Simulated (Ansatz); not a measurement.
## CH₂Br, SMILES [CH2]Br: a test of scalar relativity, step by step

Computed with Ansatz 0.2.0 through its Python package.

The script reads `ch2br.xyz`:
```text
4

C     0.01600   -0.23020   -0.10070
Br    0.18010    1.37300    0.83700
H    -0.37000   -0.10000   -1.15880
H     0.22950   -1.10300    0.40210
```

The cells in order, each with its output:

```python
import ansatz
import numpy as np
```

```python
XC = "hf"
```

```python
geometry = ansatz.Crystal.molecule_from_extxyz("ch2br.xyz")

calc = geometry.calculation().functional(XC).spin("collinear", total=1).forces()
# a set contracted for a scalar-relativistic Hamiltonian goes with the relativistic run
sets = {"none": "cc-pVTZ", "scalar": "cc-pVTZ-DK"}
found = {kind: calc.basis(gaussian=basis).pseudopotentials(relativity=kind).run(threads=1, backend="cpu").report for kind, basis in sets.items()}
for kind, each in found.items():
    dipole = 4.803205 * np.linalg.norm(each["charge_distribution"]["dipole_moment_e_ang"])
    print(f"{kind:7s} E = {each['free_energy_ev']:.4f} eV  dipole {dipole:.3f} D  largest force component {np.abs(each['forces_ev_ang']).max():.4f} eV/A")
print(f"relativity lowers the total energy by {found['none']['free_energy_ev'] - found['scalar']['free_energy_ev']:.3f} eV")
```

    none    E = -71061.2822 eV  dipole 1.480 D  largest force component 2.8081 eV/A
    scalar  E = -71932.0833 eV  dipole 1.432 D  largest force component 2.8019 eV/A
    relativity lowers the total energy by 870.801 eV

The total moves by -870.8 eV, nearly all in the cores, and the dipole from 1.48 to 1.43 D.

What to keep in mind:
- Total energies depend on the basis set; only differences at equal settings carry meaning.
- The geometry is a force-field or estimated start, not a minimum of this method. The basis set changes with the Hamiltonian (a set recontracted for scalar relativity), and most of the change in the total lies in the cores.
- The run takes the species as open-shell (spin multiplicity 2), which needn't be its ground state.
- Hardware and time: 3.8 s on 1 thread of Arm Neoverse V1, with other jobs on the host, peak memory 0.26 GiB.
